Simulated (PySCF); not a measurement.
# [ReO3F2]−: other functionals and bases at one geometry

An exercise on one series of results from a longer session: the logs are not shown, and one member is left open.

Program: PySCF 2.14.0. Level of theory: several levels, as the steps say, no spin–orbit coupling. These are calculated values, not measurements.

1 further run of the same task is left out (for a known fault of the program).

### Starting geometry

6 atoms, charge -1, spin multiplicity 1.

Bond lengths: Re1–O2 1.722 Å, Re1–O3 1.722 Å, Re1–O4 1.731 Å, Re1–F5 1.941 Å, Re1–F6 1.969 Å. Angles: O2–Re1–O3 109.4°, O2–Re1–O4 100.7°, O2–Re1–F5 124.1°, O2–Re1–F6 90.9°, O3–Re1–O4 100.7°, O3–Re1–F5 124.3°, O3–Re1–F6 90.9°, O4–Re1–F5 84.7°, O4–Re1–F6 159.7°, F5–Re1–F6 75.0°.

Coordinates:

```
Re    0.0488    0.0655    0.0349
O     0.1862   -0.0767    1.7453
O     1.6091   -0.0790   -0.6792
O    -0.2210    1.7672   -0.1260
F    -1.6208   -0.1100   -0.9402
F    -0.2428   -1.8741   -0.1334
```

Formal oxidation states: Re +7. An earlier session relaxed this geometry at B3LYP, Re def2-SVP with ECP60, O def2-SVP, F def2-SVP (singlet, point group Cs).

At B3LYP on the finer grid: E = -503.582782 Eh, HOMO -3.49 eV, LUMO 2.43 eV, Mulliken charge on Re1 +1.16 e, largest force component 0.027 eV/Å. 

Levels to run: TPSS; TPSSh; HF; wB97X; B3LYP, TZVP; B3LYP, x2c-SVP. Hardware: 2 threads of Intel Xeon at 2.50GHz (Skylake/Cascade Lake), shared host.

The first run:

Contents of run.py (the lines that set the calculation):

```python
mol = gto.M(atom='''
Re     0.04880     0.06548     0.03486
O      0.18622    -0.07667     1.74528
O      1.60908    -0.07904    -0.67923
O     -0.22098     1.76724    -0.12602
F     -1.62080    -0.11005    -0.94020
F     -0.24279    -1.87409    -0.13341''',
    basis={'Re': 'def2-SVP', 'O': 'def2-SVP', 'F': 'def2-SVP'},
    ecp={'Re': 'def2-SVP'},
    charge=-1, spin=0)
mf = dft.RKS(mol, xc='TPSS')
mf.grids.atom_grid = (75, 302)
mf = mf.density_fit()  # fitting sets: Re def2-universal-JKFIT, O def2-universal-JKFIT, F def2-universal-JKFIT
mf.conv_tol = 1e-08; mf.max_cycle = 55
mf.kernel(dm0)  # dm0: the density of the relaxed state
```

Command:

```sh
> OMP_NUM_THREADS=2 python run.py
```

Steps of the session up to this table: TPSS; TPSSh; HF; wB97X; B3LYP, TZVP; B3LYP, x2c-SVP.

One table of the session follows, with a row left open; its other results are not shown here.

```
               level  HOMO (eV)  gap (eV)  charge on Re1 (e)  dipole (D)  largest force component (eV/Å)
B3LYP (relaxed here)      -3.49      5.92               1.16        0.51                            0.03
                TPSS      -2.21      4.29               1.09        0.39                            0.78
               TPSSh      -2.90      5.17               1.19        0.45                            0.27
                  HF      -8.03     13.59               1.92        0.63                            3.30
               wB97X      -6.21     10.94               1.23        0.56                            1.18
         B3LYP, TZVP      -3.73      5.92               1.55        0.59                            0.39
      B3LYP, x2c-SVP          ?         ?                  ?           ?                               ?
```

Q: Estimate the row for B3LYP, x2c-SVP from the others.

The run gave: HOMO (eV): -3.65; gap (eV): 5.71; charge on Re1 (e): 0.95; dipole (D): 0.55; largest force component (eV/Å): 1.06. In the column «HOMO (eV)» it lies between B3LYP, TZVP (-3.73) and B3LYP (relaxed here) (-3.49).

The dipole of a charged species depends on the origin, so these sizes hold for this origin alone.

In one basis the HOMO–LUMO gap runs from 4.29 eV (TPSS) to 13.59 eV (HF). The largest leftover force, 3.30 eV/Å with HF, stands at a geometry relaxed at another level. Total energies of different levels can't be compared.
